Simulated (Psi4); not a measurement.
# LiI (Lithium Iodide): HF/STO-3G

What is the vertical singlet–triplet gap of LiI (Lithium Iodide) at HF/STO-3G? 

The results are computed with Psi4 1.11.

1 further run of the same task is left out (set aside as unsound or not needed).

**1. The molecule**

LiI: 2 atoms, total charge 0, spin state singlet. As SMILES, `[Li][I]`. The bond length is the measured one.

Bond lengths: Li1–I2 2.392 Å.

**2. The energy at HF/STO-3G**

ili.xyz

```xyz
2
ILi
Li     0.000000     0.000000     0.000000
I      0.000000     0.000000     2.391924
```

run.py

```python
import numpy as np
from ase.calculators.psi4 import Psi4
from ase.io import read

atoms = read('ili.xyz')
calc = Psi4(atoms=atoms, method='scf', basis='STO-3G', memory='1600MB', num_threads=1, charge=0, multiplicity=1, label='psi4-calc', reference='rhf')
calc.psi4.set_options({'puream': True, 'e_convergence': 1e-09, 'd_convergence': 1e-08, 'scf_type': 'pk'})
atoms.calc = calc

print(f'energy: {atoms.get_potential_energy():.6f} eV')
```

The run is started by

```bash
$ python run.py
```

psi4-calc.dat, cut to the lines that bear on the results:

```text
[...]
  Running in c1 symmetry.
[...]
  Nuclear repulsion =   35.176358653757390
[...]
  Multiplicity = 1
[...]
  Nalpha       = 28
  Nbeta        = 28
[...]
    Number of basis functions: 32
[...]
   @RHF iter   1: -6858.05484736205381   -1.28499e+00   5.24431e-03 DIIS/ADIIS
[...]
   @RHF iter   9: -6858.11865540166036    9.09495e-13   1.27501e-09 DIIS
[...]
    Orbital Energies [Eh]
    ---------------------
    Doubly Occupied:
       1A   -1164.376962     2A   -177.116655     3A   -168.398604
       4A   -168.398454     5A   -168.398454     6A    -35.562960
       7A    -32.498258     8A    -32.497170     9A    -32.497170
      10A    -23.314887    11A    -23.314644    12A    -23.314644
      13A    -23.313796    14A    -23.313796    15A     -6.505070
      16A     -5.108778    17A     -5.104484    18A     -5.104484
      19A     -2.383090    20A     -1.914801    21A     -1.913059
      22A     -1.913059    23A     -1.909262    24A     -1.909262
      25A     -0.617279    26A     -0.282925    27A     -0.250956
      28A     -0.250956
[...]
  @RHF Final Energy: -6858.11865540166036
   => Energetics <=
    Nuclear Repulsion Energy =             35.1763586537573900
    One-Electron Energy =               -9523.6221920480893459
    Two-Electron Energy =                2630.3271779926712952
    Total Energy =                      -6858.1186554016603623
[...]
 Multipole Moments:
 ------------------------------------------------------------------------------------
     Multipole            Electronic (a.u.)      Nuclear  (a.u.)        Total (a.u.)
 ------------------------------------------------------------------------------------
 L = 1.  Multiply by 2.5417464519 to convert [e a0] to [Debye]
 Dipole X            :         -0.0000000            0.0000000           -0.0000000
 Dipole Y            :         -0.0000000            0.0000000           -0.0000000
 Dipole Z            :         -1.6062246           -0.2992192           -1.9054438
 Magnitude           :                                                    1.9054438
[...]
```

The script printed:

```text
energy: -186618.914133 eV
```

Wall time 5.7 s (1 thread of Intel Xeon at 2.50GHz (Skylake/Cascade Lake), shared host); peak memory 0.19 GiB.

**3. The triplet: energy and gradient at UHF/STO-3G**

input.dat

```
memory 1600 mb

molecule {
  0 3
  Li     0.000000     0.000000     0.000000
  I      0.000000     0.000000     2.391924
  symmetry c1
}

set globals {
  basis STO-3G
  reference uhf
  puream true
  e_convergence 1e-09
  d_convergence 1e-08
  scf_type pk
  maxiter 100
}

result, w = gradient("hf", return_wfn=True)
oeprop(w, "MULLIKEN_CHARGES", "DIPOLE", "LOWDIN_CHARGES")
print_variables()
```

The run is started by

```bash
$ psi4 -n 1 input.dat output.dat
```

output.dat, cut to the lines that bear on the results:

```text
[...]
  Running in c1 symmetry.
[...]
  Nuclear repulsion =   35.176358653757390
[...]
  Multiplicity = 3
[...]
  Nalpha       = 29
  Nbeta        = 27
[...]
    Number of basis functions: 32
[...]
   @UHF iter   1: -6858.01022370940063   -1.24037e+00   1.96875e-03 DIIS/ADIIS
[...]
   @UHF iter   9: -6858.01295259849303   -2.72848e-12   1.26854e-09 DIIS
[...]
   @S^2 Observed:                2.000910899E+00
[...]
  @UHF Final Energy: -6858.01295259849303
   => Energetics <=
    Nuclear Repulsion Energy =             35.1763586537573900
    One-Electron Energy =               -9514.4304832953803270
    Two-Electron Energy =                2621.2411720431282447
    Total Energy =                      -6858.0129525984939391
  UHF NO Occupations:
  HONO-2 :   27  A 1.9995459
  HONO-1 :   28  A 1.0000000
[...]
  -Total Gradient:
     Atom            X                  Y                   Z
    ------   -----------------  -----------------  -----------------
       1        0.000000000000    -0.000000000000     0.030530431659
       2       -0.000000000000     0.000000000000    -0.030530431419
[...]
 Multipole Moments:
 ------------------------------------------------------------------------------------
     Multipole            Electronic (a.u.)      Nuclear  (a.u.)        Total (a.u.)
 ------------------------------------------------------------------------------------
 L = 1.  Multiply by 2.5417464519 to convert [e a0] to [Debye]
 Dipole X            :         -0.0000000            0.0000000           -0.0000000
 Dipole Y            :          0.0000000            0.0000000            0.0000000
 Dipole Z            :          2.5849851           -0.2992192            2.2857659
 Magnitude           :                                                    2.2857659
[...]
  Mulliken Charges: (a.u.)
   Center  Symbol    Alpha    Beta     Spin     Total
       1    LI     2.17720  1.20255  0.97465 -0.37976
       2     I    26.82280 25.79745  1.02535  0.37976
   Total alpha = 29.00000, Total beta = 27.00000, Total charge = -0.00000
  Lowdin Charges: (a.u.)
   Center  Symbol    Alpha    Beta     Spin     Total
       1    LI     2.30972  1.31426  0.99546 -0.62397
       2     I    26.69028 25.68574  1.00454  0.62397
  Total alpha = 29.00000, Total beta = 27.00000, Total charge = -0.00000
[...]
```

It took 6.3 s on 1 thread of Intel Xeon at 2.50GHz (Skylake/Cascade Lake), shared host; peak memory 0.19 GiB.

**4. Summary of results**

Level: HF/STO-3G.

```
                                        quantity           value
                           singlet: total energy  -6858.11866 Eh
                          singlet: dipole moment          4.84 D
                            singlet: HOMO energy        -6.83 eV
                            singlet: LUMO energy         1.95 eV
                          singlet: HOMO–LUMO gap         8.78 eV
                           triplet: total energy  -6858.01295 Eh
                          triplet: dipole moment          5.81 D
     triplet: HOMO energy (highest over α and β)        -3.47 eV
      triplet: LUMO energy (lowest over α and β)        -0.77 eV
                                   triplet: ⟨S²⟩           2.001
               triplet: largest force on an atom      1.570 eV/Å
vertical energy of the triplet above the singlet        2.876 eV
```

At this shape the triplet lies 2.88 eV (66 kcal/mol) above the singlet. In a minimal basis such a difference can be off by several eV, whatever the method. Relativity is left out (singlet) although the molecule holds a heavy atom. Relativity is left out (triplet) although the molecule holds a heavy atom.
